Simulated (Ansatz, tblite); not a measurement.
**The cluster In₇Sb₇: spin-state energies by level**

Is the singlet the ground state of the cluster In₇Sb₇? Other spin states are computed and compared level by level.

Computed with Ansatz 0.2.0, Gaussian basis. Level: as each input shows.

Plan: triplet, at the geometry of the singlet (GFN1-xTB, PBE0-D4/def2-TZVP, PBE-D4/def2-TZVP); the singlet's energies come from earlier runs.

### 1 The geometry

The singlet was relaxed beforehand with r2SCAN-D4/def2-SVP.

14 atoms, charge 0, spin multiplicity 1.

Bond lengths: In1–Sb2 2.752 Å, In1–In6 3.196 Å, In1–Sb10 2.843 Å, In1–Sb12 2.954 Å, Sb2–In6 2.689 Å, In3–Sb4 3.109 Å, In3–Sb9 3.197 Å, Sb4–In5 2.877 Å, Sb4–In8 2.960 Å, Sb4–In13 2.895 Å, In5–Sb7 2.844 Å, In5–In11 3.174 Å, In5–Sb14 2.909 Å, In6–Sb7 2.787 Å, Sb7–Sb12 2.889 Å, In8–Sb9 2.785 Å, In8–Sb10 2.793 Å, In8–In13 3.148 Å and more. Angles: Sb2–In1–In6 53.1°, Sb2–In1–Sb10 147.6°, Sb2–In1–Sb12 118.1°, In6–In1–Sb10 156.5°, In6–In1–Sb12 67.1°, Sb10–In1–Sb12 94.3°, In1–Sb2–In6 71.9°, Sb4–In3–Sb9 87.9°, In3–Sb4–In5 141.1°, In3–Sb4–In8 74.6°, In3–Sb4–In13 71.5°, In5–Sb4–In8 113.5°, In5–Sb4–In13 78.0°, In8–Sb4–In13 65.0°, Sb4–In5–Sb7 124.3°, Sb4–In5–In11 78.8°, Sb4–In5–Sb14 99.4°, Sb7–In5–In11 104.1° and more.

In, Sb take a core potential in the def2 sets. No spin-orbit coupling is included.

### 2 Triplet at the fixed geometry, GFN1-xTB

Tight binding, by tblite at 300 K electronic temperature and without a spin-polarisation term:

```python
tblite.interface.Calculator('GFN1-xTB', numbers, positions, charge=0, uhf=2).singlepoint()
```

Energy -776.1074 eV; 0.087 s.

### 3 Triplet at the fixed geometry, PBE0-D4/def2-TZVP

in.yaml reads:

```yaml
crystal:
  periodic: [false, false, false]
  atoms:
    - {symbol: In, position_ang: [0.795782, -1.870563, 1.536851]}
    - {symbol: Sb, position_ang: [-1.182743, -3.766017, 1.796987]}
    - {symbol: In, position_ang: [-1.403201, -0.989499, -4.194889]}
    - {symbol: Sb, position_ang: [-1.243399, -0.471455, -1.133762]}
    - {symbol: In, position_ang: [-1.521369, 1.642382, 0.797372]}
    - {symbol: In, position_ang: [-2.064881, -1.481925, 2.907349]}
    - {symbol: Sb, position_ang: [-2.127332, 1.230755, 3.544906]}
    - {symbol: In, position_ang: [1.550780, -0.915254, -2.003661]}
    - {symbol: Sb, position_ang: [1.465442, 0.397769, -4.458431]}
    - {symbol: Sb, position_ang: [3.198892, -1.069210, 0.245422]}
    - {symbol: In, position_ang: [1.636250, 1.350614, 0.652002]}
    - {symbol: Sb, position_ang: [0.659949, 0.527383, 3.256894]}
    - {symbol: In, position_ang: [-0.022693, 1.763797, -2.509597]}
    - {symbol: Sb, position_ang: [0.231825, 3.624724, -0.411442]}
basis:
  gaussian: {orbitals: def2-TZVP, fitting: {mean_field: def2-universal-jkfit}}
magnetization: {spin_polarized: true, initial_magnetization: 2}
hamiltonian: {xc: pbe0, dispersion: d4}
scf: {omitted_lower_state_checks: [starts]}
output: {orbitals: {seedname: orbitals}}
```

The run is started by

```sh
$ ansatz run in.yaml --threads 2 --pin off --events-out ev --progress --plain --max-ram 31744MiB --backend cuda --devices 0, --max-vram 18GiB
```

Log:

```text
Functional definition: PBE0
  name "PBE0"
  cite "Adamo & Barone, J. Chem. Phys. 110, 6158 (1999) doi:10.1063/1.478522"
  cite "Perdew, Burke & Ernzerhof, Phys. Rev. Lett. 77, 3865 (1996) doi:10.1103/PhysRevLett.77.3865"
  parent pbe
  parameter a = 0.25
  parameter kappa = 0.804
  parameter beta = 0.06672455060314922
  exchange = (1 - a)*pbe_x(kappa = kappa, mu = beta*pi^2/3) + a*exact_x
  correlation = pbe_c(beta = beta)
these checks for a lower state are left out or cut short: starts
3052 factors; integrals over basis functions are off by at most 6.9e-1 eV
mean field evaluation 1: about -81992.0706 eV, gradient 3.5e1 eV
mean field evaluation 2: about -81952.2709 eV, gradient 9.3e1 eV
mean field evaluation 4: about -81997.6564 eV, gradient 1.1e1 eV
mean field evaluation 8: about -81998.4431 eV, gradient 7.0e-1 eV
mean field evaluation 16: about -81998.4579 eV, gradient 6.7e-2 eV
mean field evaluation 32: about -81998.4584 eV, gradient 5.2e-4 eV
mean field -81998.45837447 eV, -3013.3877647103 hartree, gradient 7.9e-6 eV, S^2 2.023211; 0 other end points of the search recorded, 0 dependent functions left out
reference -81998.45842377 eV, -3013.3877665220 hartree; 155, 153 occupied and 545, 547 virtual orbitals, 3052 factors
Total energy: -82000.23499946 eV, -3013.4530544746 hartree
Checks for a lower state left out: starts
```

It took 30 s on 1 × H100 (card shared with other runs) with 2 threads of AMD EPYC 7R13, shared host; peak host memory 1.4 GiB.

Report: HOMO -4.27 eV, LUMO -4.08 eV (over both spins); ⟨S²⟩ 2.023 (pure: 2.00).

### 4 Triplet at the fixed geometry, PBE-D4/def2-TZVP

start.molden holds the orbitals of an earlier run on this state, given as this run's starting guess.

Changes to in.yaml since step 3:

```diff
@@ -18,5 +18,5 @@
 basis:
-  gaussian: {orbitals: def2-TZVP, fitting: {mean_field: def2-universal-jkfit}}
+  gaussian: {orbitals: def2-TZVP, fitting: {mean_field: def2-universal-jkfit}, initial_orbitals: start.molden}
 magnetization: {spin_polarized: true, initial_magnetization: 2}
-hamiltonian: {xc: pbe0, dispersion: d4}
+hamiltonian: {xc: pbe, dispersion: d4}
 scf: {omitted_lower_state_checks: [starts]}
```

The command is unchanged.

Log:

```text
Functional definition: PBE
  name "PBE"
  cite "Perdew, Burke & Ernzerhof, Phys. Rev. Lett. 77, 3865 (1996) doi:10.1103/PhysRevLett.77.3865"
  parent pbe
  parameter kappa = 0.804
  parameter beta = 0.06672455060314922
  exchange = pbe_x(kappa = kappa, mu = beta*pi^2/3)
  correlation = pbe_c(beta = beta)
these checks for a lower state are left out or cut short: starts
3052 factors; integrals over basis functions are off by at most 6.9e-1 eV
mean field evaluation 1: about -81996.9274 eV, gradient 1.1e1 eV
mean field evaluation 2: about -81997.4260 eV, gradient 5.9e-1 eV
mean field evaluation 4: about -81997.4501 eV, gradient 2.5e-1 eV
mean field evaluation 8: about -81997.4510 eV, gradient 3.5e-4 eV
mean field evaluation 16: about -81997.4510 eV, gradient 7.8e-6 eV
mean field -81997.45104451 eV, -3013.3507460171 hartree, gradient 7.8e-6 eV, S^2 2.007510; 0 other end points of the search recorded, 0 dependent functions left out
reference -81997.45110928 eV, -3013.3507483976 hartree; 155, 153 occupied and 545, 547 virtual orbitals, 3052 factors
Total energy: -81999.40507805 eV, -3013.4225554253 hartree
Checks for a lower state left out: starts
```

Wall time 8.5 s (1 × H100 (card shared with other runs) with 2 threads of AMD EPYC 7R13, shared host); peak host memory 1.4 GiB.

From the report: HOMO -3.73 eV, LUMO -4.43 eV (over both spins; with the spin held, an empty level of the minority spin lies below the top filled one); ⟨S²⟩ 2.008 (pure: 2.00).

### 5 Triplet less singlet, vertical

The singlet's energies are those of its earlier runs, whose logs aren't repeated here.

```csv
level,"triplet less singlet, vertical (kcal/mol)",time
GFN1-xTB,+17.6,0.18 s
PBE-D4/def2-TZVP,+17.7,17 s
PBE0-D4/def2-TZVP,+20.2,36 s
```

Times add the two runs; a level without a time comes out of a correlated run. Tight binding without a spin term can't rank spin states.

### 6 What came out

| quantity | value |
| --- | --- |
| triplet less singlet, vertical, functionals in def2-TZVP | +17.7 (PBE-D4) to +20.2 kcal/mol (PBE0-D4) |

In words: All functionals put the triplet above the singlet, over a spread of 2.5 kcal/mol. The checks for a lower triplet were left out, so another state of that spin may lie lower. These are electronic energies, without zero-point motion, entropy or surroundings.
